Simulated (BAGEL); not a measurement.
# HF/3-21G (density fitting with qzvpp-jkfit) run of B4H4S (closo-2-SB4 (no H on S))

What is the vertical singlet–triplet gap of B4H4S (closo-2-SB4 (no H on S)) at HF/3-21G (density fitting with qzvpp-jkfit)? 

The results are computed with BAGEL 1.2.2.

## Step 1: Starting point

B4H4S: 9 atoms, total charge 0, spin state singlet. The shape is that of a GFN2-xTB optimisation.

Bond lengths: S1–B3 1.874 Å, B2–B3 1.571 Å, S1–B4 1.872 Å, B2–B4 1.753 Å, B3–B5 1.753 Å, B4–B5 1.572 Å, B2–H6 1.163 Å, B3–H7 1.164 Å, B4–H8 1.164 Å, B5–H9 1.163 Å. Some angles: S1–B3–B2 71.5°, S1–B3–B5 68.0°, B2–B3–B5 65.5°, B3–S1–B4 89.0°, B3–B2–B4 104.2°, S1–B4–B2 68.0°, S1–B4–B5 71.6°, B2–B4–B5 65.5°, B3–B5–B4 104.2°, S1–B3–H7 122.8°.

## Step 2: A single-point energy at HF/3-21G (density fitting with qzvpp-jkfit)

Input file calc.json:

```json
{ "bagel" : [

{
  "title" : "molecule",
  "basis" : "3-21g",
  "df_basis" : "qzvpp-jkfit",
  "angstrom" : true,
  "geometry" : [
    { "atom" : "S", "xyz" : [    0.170330,    0.890170,    1.087390 ] },
    { "atom" : "B", "xyz" : [    0.705950,   -0.687720,   -0.069610 ] },
    { "atom" : "B", "xyz" : [    0.848420,    0.763630,   -0.654850 ] },
    { "atom" : "B", "xyz" : [   -0.828940,   -0.662070,    0.777800 ] },
    { "atom" : "B", "xyz" : [   -0.801470,    0.182200,   -0.547960 ] },
    { "atom" : "H", "xyz" : [    1.353070,   -1.608690,    0.224670 ] },
    { "atom" : "H", "xyz" : [    1.378160,    1.650680,   -1.190670 ] },
    { "atom" : "H", "xyz" : [   -1.308740,   -1.284880,    1.636060 ] },
    { "atom" : "H", "xyz" : [   -1.516780,    0.756690,   -1.262820 ] }
  ]
},
{
  "title" : "hf"
},
{
  "title" : "print",
  "file" : "orbitals.molden",
  "orbitals" : true
}

]}
```

On the command line:

```console
$ BAGEL_NUM_THREADS=1 BAGEL calc.json > calc.out
```

The program printed:

```text
* using 1 threads per process

  ===============================================================
  ===============================================================

  *** Geometry ***

  { "atom" : "S", "xyz" : [      0.321877,      1.682178,      2.054869 ] },
  { "atom" : "B", "xyz" : [      1.334052,     -1.299602,     -0.131544 ] },
  { "atom" : "B", "xyz" : [      1.603281,      1.443052,     -1.237487 ] },
  { "atom" : "B", "xyz" : [     -1.566470,     -1.251131,      1.469829 ] },
  { "atom" : "B", "xyz" : [     -1.514559,      0.344308,     -1.035494 ] },
  { "atom" : "H", "xyz" : [      2.556932,     -3.039984,      0.424565 ] },
  { "atom" : "H", "xyz" : [      2.604345,      3.119333,     -2.250040 ] },
  { "atom" : "H", "xyz" : [     -2.473160,     -2.428071,      3.091705 ] },
  { "atom" : "H", "xyz" : [     -2.866299,      1.429937,     -2.386384 ] },

  Number of auxiliary basis functions:      500

  Since a DF basis is specified, we compute 2- and 3-index integrals:
    o Being stored without compression. Storage requirement is 0.013 GB

  Number of basis functions:       57
  Number of electrons      :       40

    * METHOD: MOLECULE                             0.20

  *** RHF ***

  === Nuclear Repulsion ===
   164.7381944425

      * DIIS with orbital gradients will be used.

  === RHF iteration (3-21g) ===
      0       -495.85849003          0.01330884           0.05
      1       -495.91734376          0.00342164           0.05
      2       -495.92222110          0.00188385           0.05
      3       -495.92357776          0.00023250           0.05
      4       -495.92363001          0.00007564           0.05
      5       -495.92363587          0.00002642           0.05
      6       -495.92363666          0.00000843           0.05
      7       -495.92363675          0.00000245           0.05
      8       -495.92363675          0.00000118           0.05
      9       -495.92363676          0.00000049           0.05
     10       -495.92363676          0.00000015           0.05
     11       -495.92363676          0.00000006           0.05
     12       -495.92363676          0.00000002           0.05
     13       -495.92363676          0.00000001           0.05
    * SCF iteration converged.

    * Permanent dipole moment:
           (    0.005075,     0.016616,     0.018478) a.u.

    * METHOD: HF                                   0.80

    * METHOD: PRINT                                0.01

  ===============================================================
```

Wall time 1.2 s (1 thread of Arm Neoverse V2, shared host); peak memory 0.091 GiB.

## Step 3: The triplet

Input file input.json:

```json
{ "bagel" : [

{
  "title" : "molecule",
  "basis" : "3-21g",
  "df_basis" : "qzvpp-jkfit",
  "angstrom" : "true",
  "geometry" : [
    { "atom" : "S", "xyz" : [    0.170330,    0.890170,    1.087390 ] },
    { "atom" : "B", "xyz" : [    0.705950,   -0.687720,   -0.069610 ] },
    { "atom" : "B", "xyz" : [    0.848420,    0.763630,   -0.654850 ] },
    { "atom" : "B", "xyz" : [   -0.828940,   -0.662070,    0.777800 ] },
    { "atom" : "B", "xyz" : [   -0.801470,    0.182200,   -0.547960 ] },
    { "atom" : "H", "xyz" : [    1.353070,   -1.608690,    0.224670 ] },
    { "atom" : "H", "xyz" : [    1.378160,    1.650680,   -1.190670 ] },
    { "atom" : "H", "xyz" : [   -1.308740,   -1.284880,    1.636060 ] },
    { "atom" : "H", "xyz" : [   -1.516780,    0.756690,   -1.262820 ] }
  ]
},
{ "title" : "uhf", "nopen" : 2 },
{ "title" : "print", "file" : "orbitals.molden", "orbitals" : "true" }

]}
```

On the command line:

```console
$ BAGEL_NUM_THREADS=1 BAGEL input.json > input.out
```

The program printed:

```text
* using 1 threads per process

  ===============================================================
  ===============================================================

  *** Geometry ***

  { "atom" : "S", "xyz" : [      0.321877,      1.682178,      2.054869 ] },
  { "atom" : "B", "xyz" : [      1.334052,     -1.299602,     -0.131544 ] },
  { "atom" : "B", "xyz" : [      1.603281,      1.443052,     -1.237487 ] },
  { "atom" : "B", "xyz" : [     -1.566470,     -1.251131,      1.469829 ] },
  { "atom" : "B", "xyz" : [     -1.514559,      0.344308,     -1.035494 ] },
  { "atom" : "H", "xyz" : [      2.556932,     -3.039984,      0.424565 ] },
  { "atom" : "H", "xyz" : [      2.604345,      3.119333,     -2.250040 ] },
  { "atom" : "H", "xyz" : [     -2.473160,     -2.428071,      3.091705 ] },
  { "atom" : "H", "xyz" : [     -2.866299,      1.429937,     -2.386384 ] },

  Number of auxiliary basis functions:      500

  Since a DF basis is specified, we compute 2- and 3-index integrals:
    o Being stored without compression. Storage requirement is 0.013 GB

  Number of basis functions:       57
  Number of electrons      :       40

    * METHOD: MOLECULE                             0.20

  *** Open-shell HF ***

  === Nuclear Repulsion ===
   164.7381944425

      * DIIS with orbital gradients will be used.

  === UHF iteration (3-21g) ===
      0       -495.77066311          0.02395759           0.10
      1       -495.83244660          0.00615232           0.10
      2       -495.83822365          0.00180349           0.10
      3       -495.83920256          0.00040921           0.10
      4       -495.83930072          0.00018596           0.10
      5       -495.83935049          0.00008750           0.10
      6       -495.83936228          0.00004126           0.10
      7       -495.83936474          0.00001968           0.10
      8       -495.83936513          0.00000766           0.10
      9       -495.83936518          0.00000380           0.10
     10       -495.83936519          0.00000182           0.10
     11       -495.83936519          0.00000077           0.10
     12       -495.83936520          0.00000031           0.10
     13       -495.83936520          0.00000018           0.10
     14       -495.83936520          0.00000009           0.10
     15       -495.83936520          0.00000004           0.10
     16       -495.83936520          0.00000002           0.10
     17       -495.83936520          0.00000001           0.10
     18       -495.83936520          0.00000001           0.10
    * SCF iteration converged.

    * S^2 (UHF) is 2.0211

    * Permanent dipole moment:
           (    0.053017,     0.283001,     0.348339) a.u.

    * METHOD: UHF                                  1.97

    * METHOD: PRINT                                0.01

  ===============================================================
```

It took 2.3 s on 1 thread of Arm Neoverse V2, shared host; peak memory 0.09 GiB.

## Step 4: What came out

Level: HF/3-21G (density fitting with qzvpp-jkfit).

```
                                        quantity          value
                           singlet: total energy  -495.92364 Eh
                          singlet: dipole moment         0.06 D
                            singlet: HOMO energy       -9.78 eV
                            singlet: LUMO energy        0.83 eV
                          singlet: HOMO–LUMO gap       10.61 eV
                           triplet: total energy  -495.83937 Eh
                          triplet: dipole moment         1.15 D
                                   triplet: ⟨S²⟩          2.021
vertical energy of the triplet above the singlet       2.293 eV
```

In words: At this shape the triplet lies 2.29 eV (53 kcal/mol) above the singlet.
